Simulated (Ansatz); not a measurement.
From input file to script: BaCu2S2, space group I4/mmm in Ansatz 0.2.0.

```yaml
crystal:
  lattice:
    - [-1.950965, 1.950965, 6.325051]
    - [1.950965, -1.950965, 6.325051]
    - [1.950965, 1.950965, -6.325051]
  atoms:
    - { symbol: Ba, position: [0.0, 0.0, 0.0] }
    - { symbol: Cu, position: [0.75, 0.25, 0.5] }
    - { symbol: Cu, position: [0.25, 0.75, 0.5] }
    - { symbol: S, position: [0.641011, 0.641011, 0.0] }
    - { symbol: S, position: [0.358989, 0.358989, 0.0] }
kpoints:
  mp_grid: { grid: [8, 8, 8] }
hamiltonian:
  xc: pbesol
scf:
  occupations: { method: fixed }
basis:
  ecutwfc: "470 eV"
output:
  forces: true
```

Launched from the shell:
```console
$ ansatz run input.yaml --threads 1 --pin off --max-ram 3072MiB --backend cpu --events-out ev --progress --plain --runs-dir out
basis.fft_grid_basis auto: the FFT boxes are laid along the combinations [[1, 0, 1], [0, 1, 1], [0, 0, 1]] of the cell's own vectors, 3.902, 3.902 and 6.901 Å long. The dense box has 30×30×50 points. Along the cell's own vectors, as sized, it would have 50×50×50, 2.78 times as many. Of the 16 symmetry operations that the crystal satisfies within crystal.symmetry.tolerance (time reversal apart; of a slab, those that keep its plane) the dense box along the cell's own vectors carries 16, and the one as laid loses 12 of those. basis.fft_grid_basis: typed keeps the cell's own vectors: state it where this run's energies or levels are differenced outside the engine with another run's, or held beside a run that keeps those vectors.
Engine: ansatz 0.2.0, x86_64-unknown-linux-gnu
Pseudopotentials: kind: paw
Pseudopotential: Ba, paw, valence charge 10, recommended cutoff 420 eV (normal), Ba.paw.azcp
Pseudopotential: Cu, paw, valence charge 19, recommended cutoff 420 eV (normal), Cu.paw.azcp
Pseudopotential: S, paw, valence charge 6, recommended cutoff 420 eV (normal), S.paw.azcp
Functional definition: PBEsol
  exchange = pbesol_x
  correlation = pbesol_c
Crystal: 5 atoms, lattice volume = 96.299 Å³
Basis set: ecut = 470 eV, 2227 PW (Γ), FFT grids on a1+a3, a2+a3, a3, exchange–correlation on 60×60×100 points (8 copies of the dense FFT grid, shifted against one another)
Bands: 36, of which v1, the nominal top of the filled ones, is band 30 counted from 1 (29 counted from 0)
Symmetry: 16 space group operations
Space group: I4/mmm (ITA 139), of the structure as read, at distance tolerance 4.6e-5 Å
k-points: 59 of 512
Non-local potential: Ba, projectors of the file, l = 0: 3, l = 1: 2, l = 2: 2, l = 3: 2
Non-local potential: Cu, projectors of the file, l = 0: 3, l = 1: 2, l = 2: 3, l = 3: 1
Non-local potential: S, projectors of the file, l = 0: 2, l = 1: 2, l = 2: 2
PAW form: soft (Blöchl's): semilocal exchange-correlation on the pseudo side does not see the compensation charge
PAW frozen core: Ba, regenerated for the run's functional, and the local potential with it (the file was generated under x = pbe(κ = 0.804, μ = 0.2195149727645171), c = pbe(β = 0.06672455060314922))
PAW frozen core: Cu, regenerated for the run's functional, and the local potential with it (the file was generated under x = pbe(κ = 0.804, μ = 0.2195149727645171), c = pbe(β = 0.06672455060314922))
PAW frozen core: S, regenerated for the run's functional, and the local potential with it (the file was generated under x = pbe(κ = 0.804, μ = 0.2195149727645171), c = pbe(β = 0.06672455060314922))
PAW one-centre angular grid: Ba, 194 points (default); XC on 64 Gauss nodes
PAW one-centre angular grid: Cu, 590 points (default); XC on 64 Gauss nodes
PAW one-centre angular grid: S, 110 points (default); XC on 64 Gauss nodes
Initial density: superposition of atomic densities (neutral atoms: chi_scale 0, normalization atom), corrected by the library's trained network
Initial wavefunctions: pseudopotential atomic-orbital guess
Functional: x = pbesol(κ = 0.804, μ = 0.12345679012345678), c = pbesol(β = 0.046)
SCF iter   1: F=—  HF=-20814.919591 eV  |F-HF|=—  |Δ(HF+E_count)|=         —  Δρ=1.32e-2  dr2=1.04e-1  ethr=1.77e-3  ⟨swp⟩=4.4  Hψ=8259  notcnv=0  defer=192
preconditioner: auto → Resta (q_TF=auto, 2.521 Å⁻¹)  ε∞=9.0  [insulator: Δε(μ)=0.320 eV  Ē_g=8.647 eV  n_scr=32 (ndim 8)  ℏωp=24.5 eV  f_vac=0.000  ε∞_Penn≈9.0]
SCF iter   2: F=—  HF=-20814.917675 eV  |F-HF|=—  |Δ(HF+E_count)|=   1.92e-3  Δρ=1.11e-2  dr2=8.37e-2  ethr=1.74e-4  ⟨swp⟩=2.1  Hψ=4454  notcnv=0  defer=227
SCF iter   3: F=—  HF=-20814.897491 eV  |F-HF|=—  |Δ(HF+E_count)|=   2.02e-2  Δρ=2.53e-3  dr2=6.29e-3  ethr=1.39e-4  ⟨swp⟩=2.1  Hψ=2956  notcnv=0  defer=173
automatic band count: iteration 3 solves 35 bands in place of 36: the levels show a gap, and the empty bands left out lie too high to hold charge; the band table lists the bands solved (type scf.n_extra_bands for more)
SCF iter   4: F=—  HF=-20814.896129 eV  |F-HF|=—  |Δ(HF+E_count)|=   1.36e-3  Δρ=4.02e-4  dr2=1.84e-4  ethr=1.05e-5  ⟨swp⟩=2.1  Hψ=3716  notcnv=0  defer=177
SCF iter   5: F=—  HF=-20814.896141 eV  |F-HF|=—  |Δ(HF+E_count)|=   1.22e-5  Δρ=2.48e-4  dr2=5.53e-5  ethr=3.07e-7  ⟨swp⟩=2.0  Hψ=3557  notcnv=0  defer=177
SCF iter   6: F=—  HF=-20814.896128 eV  |F-HF|=—  |Δ(HF+E_count)|=   1.37e-5  Δρ=4.59e-5  dr2=2.30e-6  ethr=9.22e-8  ⟨swp⟩=2.0  Hψ=3098  notcnv=0  defer=44
SCF iter   7: F=—  HF=-20814.896128 eV  |F-HF|=—  |Δ(HF+E_count)|=   2.95e-7  Δρ=3.88e-5  dr2=1.55e-6  ethr=3.83e-9  ⟨swp⟩=2.0  Hψ=3736  notcnv=0  defer=45
SCF iter   8: F=-20814.896128 eV  HF=-20814.896128 eV  |F-HF|=1.18e-8  |Δ(HF+E_count)|=   1.50e-7  Δρ=7.75e-6  dr2=4.22e-8  ethr=1.67e-10  ⟨swp⟩=4.2  Hψ=9239  notcnv=0
SCF 1 converged in 8 iterations: F = -20814.896128 eV  dr2 = 4.22e-8
  greatest PAW one-centre occupation: 1.000 electrons in one spin orbital (limit 2), on the Cu atom at site 2 (counted from 0), in its partial waves of l = 0
SCF converged after 8 iterations
Free energy (F): -20814.896128 eV
Harris-Foulkes:  -20814.896128 eV  (|F-HF|=1.18e-8)
Internal energy: -20814.896128 eV  (E = F + TS)
E sigma→0 (E₀):  -20814.896128 eV
Fermi energy:    10.896605 eV
--- Per-component energies (eV) ---
  E_band       = -896.572131
  E_kinetic    = 984.875466
  E_local      = -13321.938829  (includes V_loc(G=0)·N_el)
  E_nonlocal   = 916.212918
  E_hartree    = 6019.638900
  E_xc         = -537.052047
  E_vxc        = -541.133514  (∫ρ·V_xc dr)
  E_paw        = -9576.706465  (= ΣΔE_a)
  E_vpaw       = -973.840738  (= ΣTr[D̂ρ^β])
  E_aug_tail   = 0.000291  (compensation charges beyond the density's cutoff)
  E_ewald      = -5300.614098
  E_core_change = 0.687736  (= ΣΔE_core)
  E_smearing   = -0.000000  (= −TS)
  E_closure    = 0.000000  (closes the sum)
  Σ components = -20814.896128   (vs F -20814.896128, Δ=0.00e0)
--- Forces (eV/Å), atoms counted from 1 ---
  atom   1  Ba    -0.00000000    -0.00000000     0.00000000
  atom   2  Cu    -0.00000000    -0.00000000     0.00000000
  atom   3  Cu    -0.00000000    -0.00000000     0.00000000
  atom   4  S      0.00000000    -0.00000000    -0.01361388
  atom   5  S      0.00000000    -0.00000000     0.01361388
  max |Σ_I F_I| component: 6.94e-17 eV/Å
```

`deck.py`
```python
import ansatz as az

inputs = {
    "crystal": {
        "lattice": [
            [-1.950965, 1.950965, 6.325051],
            [1.950965, -1.950965, 6.325051],
            [1.950965, 1.950965, -6.325051],
        ],
        "atoms": [
            {"symbol": "Ba", "position": [0.0, 0.0, 0.0]},
            {"symbol": "Cu", "position": [0.75, 0.25, 0.5]},
            {"symbol": "Cu", "position": [0.25, 0.75, 0.5]},
            {"symbol": "S", "position": [0.641011, 0.641011, 0.0]},
            {"symbol": "S", "position": [0.358989, 0.358989, 0.0]},
        ],
    },
    "kpoints": {"mp_grid": {"grid": [8, 8, 8]}},
    "hamiltonian": {"xc": "pbesol"},
    "scf": {"occupations": {"method": "fixed"}},
    "basis": {"ecutwfc": "470 eV"},
    "output": {"forces": True},
}

out = az.Session.from_dict(inputs).plan(threads=1).execute()
r = out.report

print(f"free energy      {r['free_energy_ev']:.5f} eV")
print(f"per atom         {r['free_energy_ev'] / len(out.lattice.sites):.5f} eV")
print(f"SCF iterations   {r['n_iterations']}  (converged: {r['converged']})")

print("forces (eV/A)")
for site, force in zip(out.lattice.sites, r["forces_ev_ang"]):
    print(f"  {site.symbol:2s} {force[0]:9.4f} {force[1]:9.4f} {force[2]:9.4f}")
```

```console
$ python deck.py
free energy      -20814.89613 eV
per atom         -4162.97923 eV
SCF iterations   8  (converged: True)
forces (eV/A)
  Ba   -0.0000   -0.0000    0.0000
  Cu   -0.0000   -0.0000    0.0000
  Cu   -0.0000   -0.0000    0.0000
  S     0.0000   -0.0000   -0.0136
  S     0.0000   -0.0000    0.0136
```

Notes:
- Total energies depend on the potentials; only differences at equal settings carry meaning.
- Spin is left out of this run.
- This cell is a computed structure, which may not be the phase found in nature.
- Run time: 11 s on 1 thread of AMD EPYC 7R43 64-Core Processor (Zen 3), with other jobs on the host, peak memory 0.54 GiB.

(Lines on the test bed's own set-up are left out of the output.)
